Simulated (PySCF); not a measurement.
**C4H2F3GeN: electronic excitations**

Aim: predict the electronic excitations of C4H2F3GeN (`N#C[C]1([GeH2][F])C(F)=C1F`).

The runs use PySCF 2.14.0, with density-fitted response routines of our own; the level of theory stands in each step. All values are computed, except where a source is named. Atoms count from 0, in the outputs and in this text.

### 1 The starting structure

11 atoms, charge 0, multiplicity 1; geometry from: GFN2-xTB.

Bonds of the start (Å): N0–C1 1.14, C1–C2 1.43, C2–Ge3 2.00, Ge3–F4 1.74, C2–C5 1.53, C5–F6 1.31, C5–C7 1.29, C7–F8 1.31, C7–C2 1.53, Ge3–H9 1.50, Ge3–H10 1.50.

### 2 Ultraviolet spectrum: B3LYP/def2-SVPD

What the job is given:

```
{"job": {"kind": "uv", "xc": "B3LYP", "basis": "def2-SVPD", "nstates": 8, "ntriplets": 3}, "charge": 0, "multiplicity": 1}
N      0.589896     2.777063    -0.888627
C      0.474928     1.705390    -0.503460
C      0.279228     0.371177    -0.040887
Ge    -1.561733    -0.373542    -0.307245
F     -1.254913    -2.063675    -0.004765
C      1.135735    -0.128755     1.121451
F      1.278392    -0.039231     2.418532
C      1.476182    -0.582547    -0.034731
F      2.236257    -1.298122    -0.819111
H     -2.078891    -0.342771    -1.717391
H     -2.569657    -0.022316     0.750271
```

Level: TDDFT B3LYP/def2-SVPD, vertical, gas phase, core orbitals frozen in the response.

Launch:

```sh
$ OMP_NUM_THREADS=1 python probes_run.py task.json out
```

This one command runs all jobs of the session in turn.

Standard output:

```text
coarse grid: 54104 points
cycle   1  E = -2584.0579060677  dE =  9.337e-01  |g| = 9.415e-01  |ddm| = 5.219e+00
cycle   2  E = -2583.5518550051  dE =  5.061e-01  |g| = 1.894e+00  |ddm| = 2.967e+00
cycle   3  E = -2584.1997309655  dE = -6.479e-01  |g| = 2.832e-01  |ddm| = 2.193e+00
cycle   4  E = -2584.2124971401  dE = -1.277e-02  |g| = 1.182e-01  |ddm| = 4.359e-01
cycle   5  E = -2584.2150133687  dE = -2.516e-03  |g| = 4.805e-02  |ddm| = 1.659e-01
cycle   6  E = -2584.2154171804  dE = -4.038e-04  |g| = 6.907e-03  |ddm| = 5.303e-02
cycle   7  E = -2584.2154253429  dE = -8.162e-06  |g| = 2.985e-03  |ddm| = 1.605e-02
final grid: 114424 points
cycle   8  E = -2584.2153597907  dE =  2.665e-06  |g| = 4.792e-03  |ddm| = 1.321e-02
cycle   9  E = -2584.2153517415  dE =  8.049e-06  |g| = 8.032e-03  |ddm| = 1.770e-02
cycle  10  E = -2584.2153641622  dE = -1.242e-05  |g| = 7.105e-04  |ddm| = 1.064e-02
cycle  11  E = -2584.2153642648  dE = -1.026e-07  |g| = 9.444e-05  |ddm| = 9.975e-04
cycle  12  E = -2584.2153642666  dE = -1.783e-09  |g| = 1.459e-05  |ddm| = 1.221e-04
cycle  13  E = -2584.2153642666  dE = -2.319e-11  |g| = 7.383e-06  |ddm| = 2.701e-05
converged SCF energy = -2584.2153642666

Static polarisability (au): isotropic 77.778, principal 69.925 80.707 82.702

Singlet excitations
state   eV       nm        f      main configurations
  1   5.6838    218.1   0.01075   H->L 0.96
  2   6.0951    203.4   0.00694   H->L+1 0.75, H->L+2 0.16
  3   6.4329    192.7   0.01221   H->L+2 0.72, H->L+1 0.09, H->L+3 0.08
  4   6.7432    183.9   0.01848   H->L+3 0.72, H->L+1 0.11
  5   6.9286    178.9   0.00924   H-1->L 0.49, H-2->L 0.17, H->L+4 0.12
  6   6.9668    178.0   0.12627   H->L+4 0.74
  7   7.0719    175.3   0.00248   H-2->L+1 0.30, H-1->L 0.30, H-2->L 0.27
  8   7.1936    172.4   0.01260   H-2->L+1 0.37, H-1->L+1 0.28, H-2->L 0.20

Triplet excitations (Tamm-Dancoff, eV): 4.7146 5.4043 5.7180
```

Wall time 63 s (1 thread of AMD EPYC 7R13, shared host); peak memory 0.89 GiB.

The orbitals next to the gap, with their largest atomic shares:

```csv
orbital,eV,atoms
HOMO−3,-10.06,"F4 29 %, Ge3 26 %, H9 17 %"
HOMO−2,-9.52,"N0 34 %, C1 24 %, C2 8 %"
HOMO−1,-9.42,"N0 34 %, C1 24 %, C2 15 %"
HOMO,-8.05,"C5 23 %, C7 23 %, C2 14 %"
LUMO,-1.35,"Ge3 32 %, C2 10 %, H10 8 %"
LUMO+1,-0.93,"N0 19 %, C7 18 %, C5 17 %"
LUMO+2,-0.70,"C7 15 %, Ge3 15 %, C5 15 %"
```

With each of the 8 states as a Gaussian band of 0.4 eV half-width at 1/e, the curve within the window shown has maxima at 178 nm (ε 6,600) L/(mol cm). Beyond the last state computed it falls off for lack of states. The curve at chosen wavelengths:

| nm | ε (L/mol/cm) |
| --- | --- |
| 165 | 1300 |
| 168 | 2621 |
| 171 | 4281 |
| 174 | 5771 |
| 177 | 6544 |
| 181 | 6123 |
| 184 | 5036 |
| 187 | 3772 |
| 190 | 2665 |
| 193 | 1851 |
| 196 | 1320 |
| 199 | 1000 |
| 202 | 817 |
| 206 | 696 |
| 209 | 651 |
| 212 | 621 |
| 215 | 588 |
| 218 | 543 |
| 221 | 483 |
| 224 | 410 |
| 227 | 332 |
| 231 | 233 |
| 234 | 169 |
| 237 | 117 |
| 240 | 78 |
| 243 | 50 |

Leading natural transition orbitals of singlet state 6: the hole lies on C5, C7 about 27 % each; C2 10 %; Ge3 8 %; the particle on H9, H10 about 18 % each; C1 15 %; N0 14 %.

Leading natural transition orbitals of singlet state 1: the hole lies on C5, C7 about 26 % each; C2 11 %; Ge3 8 %; the particle on Ge3 16 %; F4 11 %; H9, H10 about 10 % each.

Ground-state properties from the same run:

```csv
property,computed
dipole moment (D),1.53
polarisability (Å³),11.53
HOMO–LUMO gap (eV),6.71
−ε(HOMO) (eV),8.05
```

The fields below are evaluated on a grid from the run's orbitals.

Frontier orbitals at B3LYP/def2-SVPD, with the share of their density that lies nearest to each atom:

```csv
orbital,energy (eV),lies on
HOMO,-8.05,"C5, C7 about 26 % each; C2 11 %; Ge3 8 %"
LUMO,-1.35,"Ge3 19 %; H9, H10 about 13 % each; F4 12 %"
```

ELF in a plane through or near 4 of the atoms.

Ten even steps from ' ' (0.00) to '@' (0.96):
```
                                                        
                                                        
                                                        
                                                        
                                ..::::....              
                              ..==++**++--..            
                  ..==++--    --##%%%%%%##--..          
              ..--##@@@@**::  ..**%%%%%%++::            
            ::**%%@@%%%%++::    ::..::....              
          ::==##@@@@**++++==####::**##==..::::          
          ..--====----==**##%%@@::==##--::==--          
                    ++%%%%##****==::::--++++--          
                ::****..==**++..    ..::--::..          
              ::--##%%**--##**==                        
              --++##----**##++--..                      
              ==##@@**++##%%++--..                      
              --**@@@@@@@@%%++::                        
                --**%%%%##++..                          
                    ....                                
                                                        
```
The map spans 10.1 Å across and 10.8 Å up, centred on the molecule. Atoms in the plane (x, y in Å): N0 (-0.9, -2.8), C1 (-0.7, -1.7), C2 (-0.3, -0.3), Ge3 (1.6, 0.1).

On the surface of density 0.002 e/bohr³ the electrostatic potential runs, from the 1st to the 99th percentile, from -1.46 V near N0 to 2.15 V near Ge3.

### 3 Outcome

| quantity | value |
| --- | --- |
| lowest singlet (B3LYP/def2-SVPD) | 5.68 eV (218 nm), f = 0.011 |
| brightest single state of those computed | state 6, 6.97 eV, f = 0.126 |
| lowest triplet | 4.71 eV |
| surface potential, 1st and 99th percentile | -1.46 V and 2.15 V |

What this shows: The first singlet state (HOMO→LUMO 0.96) lies at 5.68 eV and is weak; of the 8 states computed, the strongest absorption comes from state 6 at 6.97 eV. The lowest triplet lies 0.97 eV below the lowest singlet (triplets in Tamm-Dancoff, singlets in full TDDFT). At B3LYP/def2-SVPD, counted by nearest atom on the grid, the HOMO lies on C5, C7 about 26 % each; C2 11 %, the LUMO on Ge3 19 %; H9, H10 about 13 % each.
